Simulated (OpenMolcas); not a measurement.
# Pr⁴⁺ among point charges: CASSCF and CASPT2 levels and susceptibility

How does a field of 6 point charges split the states of Pr⁴⁺, and what χT follows?

Program: OpenMolcas 26.06. Level of theory: state-averaged CASSCF and CASPT2, spin-orbit coupling by RASSI with atomic mean-field integrals. These are calculated values, not measurements, unless marked.

**1. What is computed**

```
Species                           : Pr⁴⁺ (praseodymium, Z = 59, 55 electrons)
Basis                             : ANO-RCC-VDZP [7s6p4d2f1g], 68 functions
Scalar Hamiltonian                : DKH2, point nucleus
Inactive shells                   : 1s 2s 2p 3s 3p 3d 4s 4p 4d 5s 5p
Active space                      : 1 electron in 7 orbitals (4f)
Some configurations of this space : 4f
Orbitals                          : optimised for the highest spin of each parity, averaged over all roots
```

The outer shells:

4f
```
4f [↑ ][  ][  ][  ][  ][  ][  ]
```

The ion sits among 6 point charges of -2 e arranged as a trigonal antiprism (D3d), 3.03 Å from the ion, with a polar angle of 53.6° against the regular 54.74°.

The work runs as a chain of OpenMolcas steps in one folder; each step below is one input file. Labels, J, g values, rates, χT and fits are worked out afterwards by a script from the matrices that RASSI stores. The input lists half of the charges; inversion (Group=XYZ) makes the rest.

**2. One- and two-electron integrals**

File a.inp:

```
&GATEWAY
Coord
1

Pr 0.0 0.0 0.0
Basis=ANO-RCC-VDZP
Group=XYZ
NoMove
AngMom=0.0 0.0 0.0
AMFI
XField
3 Angstrom 0
0.000000 2.440111 1.796318 -2.000000
2.113198 -1.220056 1.796318 -2.000000
2.113198 1.220056 -1.796318 -2.000000
&SEWARD
```

**3. Reference wave functions, doublets of odd parity, 7 roots**

File a.inp:

```
&RASSCF
FileOrb=start.orb
Symmetry=2
Spin=2
nActEl=1 0 0
Inactive=15 12
Ras2=0 7
CIRoot=7 7 1
SDav=7
CIMx=300
Iter=120 100
PrWF=0.3
OrbListing=Nothing
MaxOrb=0
>>> COPY $Project.JobIph JOB001
```

start.orb holds the contracted functions of the basis, ordered by shell, or the orbitals of the step before.

**4. State interaction with spin-orbit coupling**

File a.inp:

```
&RASSI
NrOfJobIphs=1 7
1 2 3 4 5 6 7
IphNames
JOB001
EJob
SpinOrbit
DIPRint=1.0
SOCoupling=1000.0
Subsets=2
Property=9
'ANGMOM' 1 'ANGMOM' 2 'ANGMOM' 3 'MLTPL  1' 1 'MLTPL  1' 2 'MLTPL  1' 3
'AMFI' 1 'AMFI' 2 'AMFI' 3
SOProperty=3
'ANGMOM' 1 'ANGMOM' 2 'ANGMOM' 3
```

**5. CASPT2: IPEA 0.25, imaginary shift 0.1 (closed shells correlated: 5s 5p)**

File a.inp:

```
>>> COPY JOB001 $Project.JobIph
&CASPT2
Multistate=7 1 2 3 4 5 6 7
NoMult
Frozen=14 9
IPEA=0.25
Imaginary=0.1
MaxIter=60
WThr=0.0 0.3 0.05
PrWF=0.5
NoMix
```

(Steps that only read results are left out.)

Before running it: what results should come out? Wanted: spin-free ground state; first state of the same spin within the active space; lowest level; next level.

The runs gave:

```
                                            quantity                                                                        value
                                              method  SS-CASPT2, IPEA 0.25, imaginary shift 0.1 (closed shells correlated: 5s 5p)
                              spin-free ground state                                              2A2, 1-fold in its orbital part
first state of the same spin within the active space                                                              2A1 at 129 cm⁻¹
                                        lowest level                                            2-fold E1/2, g = 0.87, 0.87, 2.45
                                          next level                                                                   123.7 cm⁻¹
                                         χT at 300 K                                                               0.79 cm³ K/mol
                           effective moment at 300 K                                                                      2.52 μB
```

Cost by method:

```tsv
method	time of its own steps	time with the reference
A. CASSCF	1.8 s	1.8 s
B. SS-CASPT2, IPEA 0.25, imaginary shift 0.1, +5s 5p	0.97 s	2.8 s
```

Times are of one thread on a shared host.

What this shows: The spin-free ground state (2A2) comes to 100 % from free-ion F terms and keeps the highest spin of the shell. CASPT2 does not keep the components of a term degenerate, and the means are used. Point charges carry no covalency, so the field is a model and not that of real ligands.
